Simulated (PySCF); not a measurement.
# C8H14: the cost of one run

Programs: PySCF 2.14.0, with density-fitted response routines of our own. Each step states its level of theory. These are calculated values for one molecule, in the gas phase or a continuum, unless marked as measured. Atoms are numbered from 0 throughout.

## (1) The starting structure

22 atoms, charge 0, multiplicity 1; geometry from: GFN2-xTB. The atoms were then displaced at random by about 0.01 Å, so the start is not that level's minimum.

Bonds of the start (Å): C0–C1 1.55, C1–C2 1.53, C2–C3 1.48, C3–C4 1.57, C4–C5 1.53, C5–C6 1.55, C6–C7 1.53, C7–C0 1.51, C6–C3 1.55, C0–H8 1.06, C0–H9 1.09, C1–H10 1.09, C1–H11 1.08, C2–H12 1.11, C2–H13 1.11, C3–H14 1.11, C4–H15 1.07, C4–H16 1.10, C5–H17 1.10, C5–H18 1.09, C6–H19 1.09, C7–H20 1.09, C7–H21 1.10.

## (2) Optimising the geometry at PBE0-D3(BJ)/def2-SVP

Job settings and geometry (Å):

```
{"job": {"xc": "PBE0", "basis": "def2-SVP", "d3": "d3bj", "grid": 1, "shake": 0.01, "kind": "geom"}, "charge": 0, "multiplicity": 1}
C      1.876280    -0.525860    -0.100480
C      1.513130     0.910930    -0.560400
C      0.502440     1.544650     0.399820
C     -0.661620     0.671280     0.657840
C     -1.778060     0.504500    -0.432490
C     -1.905070    -0.961210    -0.024210
C     -0.516710    -0.868970     0.665910
C      0.627530    -1.369820    -0.223080
H      2.650360    -0.909540    -0.706890
H      2.205800    -0.484150     0.938840
H      2.413420     1.524540    -0.590150
H      1.101880     0.879810    -1.557650
H      0.164210     2.528000     0.020850
H      1.013700     1.721660     1.368360
H     -1.173140     0.978110     1.593780
H     -1.378430     0.650700    -1.419240
H     -2.663840     1.138750    -0.316080
H     -2.719730    -1.122760     0.693510
H     -1.988520    -1.698520    -0.827380
H     -0.480680    -1.308020     1.663770
H      0.831900    -2.406910     0.040310
H      0.300040    -1.392780    -1.271460
```

Launch:

```
OMP_NUM_THREADS=1 python probes_run.py task.json out
```

The driver reads the jobs from task.json and runs them one after another.

Q: Estimate the wall time and peak memory of this first job on 1 thread of Arm Neoverse V1, shared host.

About 1.8 min, with a peak of 0.74 GiB.
